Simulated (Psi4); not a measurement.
**BHBr (SMILES [BH]Br): UPBE0/6-31G(d) (spherical functions, sweep point 4)**

What is the vertical electron affinity of BHBr at UPBE0/6-31G* (spherical functions, sweep point 4)? 

Program for the calculation: Psi4 1.11.

4 further runs of the same task are left out: 4 set aside as unsound or not needed.

## Step 1: The molecule

The species is BHBr (3 atoms), meant as a doublet with charge 0. SMILES: `[BH]Br`. Geometry: relaxed at PBE0-D4/def2-TZVP.

Bond lengths: B1–Br2 1.868 Å, B1–H3 1.193 Å. Angles: Br2–B1–H3 123.6°.

## Step 2: A single-point energy at UPBE0/6-31G(d) (spherical functions, sweep point 4)

Contents of job.inp:

```
memory 1600 MB

molecule mol {
  0 2
  B     -0.094500    -0.523000    -0.115700
  Br     1.181000     0.563200     0.709800
  H     -1.097400    -0.105000    -0.607300
  symmetry c1
}

set {
  basis                6-31G*
  reference            uks
  puream               true
  scf_type             pk
  dft_radial_points    50
  dft_spherical_points 194
  maxiter              150
}

e = energy("pbe0")
print_variables()
```

Started as:

```console
psi4 -n 1 job.inp job.out
```

job.out, cut to the lines that bear on the results:

```text
[...]
  Running in c1 symmetry.
[...]
  Nuclear repulsion =   58.623728353523035
[...]
  Multiplicity = 2
[...]
  Nalpha       = 21
  Nbeta        = 20
[...]
    Number of basis functions: 48
[...]
   @UKS iter   1: -2598.63674349254006   -1.45201e+00   2.92220e-02 ADIIS/DIIS
[...]
   @UKS iter   9: -2598.89895190479274   -6.04086e-09   4.13566e-07 DIIS
[...]
   @S^2 Observed:                7.524892264E-01
[...]
    Orbital Energies [Eh]
    ---------------------
    Alpha Occupied:
       1A   -483.239596     2A    -62.687923     3A    -56.463626
       4A    -56.462223     5A    -56.461547     6A     -8.811859
       7A     -6.863498     8A     -6.619171     9A     -6.613582
      10A     -6.610994    11A     -2.685342    12A     -2.683915
      13A     -2.681779    14A     -2.677280    15A     -2.677105
      16A     -0.830320    17A     -0.521594    18A     -0.412319
      19A     -0.349745    20A     -0.348216    21A     -0.222183
    Alpha Virtual:
      22A     -0.074960    23A      0.069333    24A      0.172924
      25A      0.244411    26A      0.318645    27A      0.329594
[...]
  @UKS Final Energy: -2598.89895190479274
   => Energetics <=
    Nuclear Repulsion Energy =             58.6237283535230347
    One-Electron Energy =               -3731.2229460721637224
    Two-Electron Energy =                1145.6319064133642769
    DFT Exchange-Correlation Energy =     -71.9316405995162143
    Empirical Dispersion Energy =           0.0000000000000000
    VV10 Nonlocal Energy =                  0.0000000000000000
    Total Energy =                      -2598.8989519047931935
[...]
 Multipole Moments:
 ------------------------------------------------------------------------------------
     Multipole            Electronic (a.u.)      Nuclear  (a.u.)        Total (a.u.)
 ------------------------------------------------------------------------------------
 L = 1.  Multiply by 2.5417464519 to convert [e a0] to [Debye]
 Dipole X            :          2.6677080           -2.8160972           -0.1483892
 Dipole Y            :          0.8691520           -0.7678435            0.1013085
 Dipole Z            :          0.0000000           -0.0000000            0.0000000
 Magnitude           :                                                    0.1796741
[...]
```

It took 2.3 s on 1 thread of Intel Xeon Platinum 8488C (Sapphire Rapids), shared host; peak memory 0.24 GiB.

## Step 3: The singlet anion

Contents of calc.dat:

```
memory 1.6 GB

molecule system {
  -1 1
  B     -0.094500    -0.523000    -0.115700
  Br     1.181000     0.563200     0.709800
  H     -1.097400    -0.105000    -0.607300
  symmetry c1
}

set {
  basis 6-31G*
  puream true
  scf_type pk
  dft_radial_points 50
  dft_spherical_points 194
}

result, w = energy("pbe0", return_wfn=True)
print_variables()
```

Started as:

```console
psi4 -n 1 calc.dat calc.out
```

calc.out, cut to the lines that bear on the results:

```text
[...]
  Running in c1 symmetry.
[...]
  Nuclear repulsion =   58.623728353523035
[...]
  Multiplicity = 1
[...]
  Nalpha       = 21
  Nbeta        = 21
[...]
    Number of basis functions: 48
[...]
   @RKS iter   1: -2598.52088704655034   -1.33615e+00   2.99972e-02 DIIS/ADIIS
[...]
   @RKS iter   8: -2598.86816565950403   -1.10076e-08   6.10757e-07 DIIS
[...]
    Orbital Energies [Eh]
    ---------------------
    Doubly Occupied:
       1A   -482.995764     2A    -62.444045     3A    -56.219294
       4A    -56.218710     5A    -56.217687     6A     -8.567941
       7A     -6.524879     8A     -6.374058     9A     -6.370731
      10A     -6.367264    11A     -2.440688    12A     -2.439828
      13A     -2.437101    14A     -2.434371    15A     -2.434017
      16A     -0.583886    17A     -0.250112    18A     -0.146687
      19A     -0.116802    20A     -0.100340    21A      0.121334
[...]
  @RKS Final Energy: -2598.86816565950403
   => Energetics <=
    Nuclear Repulsion Energy =             58.6237283535230347
    One-Electron Energy =               -3741.4385854174306587
    Two-Electron Energy =                1156.0893685522914893
    DFT Exchange-Correlation Energy =     -72.1426771478878806
    Empirical Dispersion Energy =           0.0000000000000000
    VV10 Nonlocal Energy =                  0.0000000000000000
    Total Energy =                      -2598.8681656595040295
[...]
 Multipole Moments:
 ------------------------------------------------------------------------------------
     Multipole            Electronic (a.u.)      Nuclear  (a.u.)        Total (a.u.)
 ------------------------------------------------------------------------------------
 L = 1.  Multiply by 2.5417464519 to convert [e a0] to [Debye]
 Dipole X            :          4.2867934           -2.8160972            1.4706961
 Dipole Y            :          2.5897696           -0.7678435            1.8219261
 Dipole Z            :          0.0000000           -0.0000000            0.0000000
 Magnitude           :                                                    2.3414444
[...]
```

It took 2.3 s on 1 thread of Intel Xeon Platinum 8488C (Sapphire Rapids), shared host; peak memory 0.24 GiB.

## Step 4: What came out

At UPBE0/6-31G* (spherical functions, sweep point 4):

```
                                                            quantity           value
                                          doublet BHBr: total energy  -2598.89895 Eh
                                         doublet BHBr: dipole moment          0.46 D
                    doublet BHBr: HOMO energy (highest over α and β)        -6.05 eV
                     doublet BHBr: LUMO energy (lowest over α and β)        -2.04 eV
                                                  doublet BHBr: ⟨S²⟩           0.752
                                         singlet anion: total energy  -2598.86817 Eh
                                          singlet anion: HOMO energy         3.30 eV
                                          singlet anion: LUMO energy         5.69 eV
singlet anion: HOMO–LUMO gap (to an unbound level, set by the basis)         2.39 eV
                   vertical electron affinity (to the singlet anion)       -0.838 eV
```

What this shows: The anion lies 0.84 eV (80.8 kJ/mol) above the neutral: the electron isn't bound at this level, and such a value depends on the basis. Without diffuse functions anions come out too high. The HOMO (singlet anion) lies at positive energy, 3.30 eV; only total energies tell whether the electron is bound.
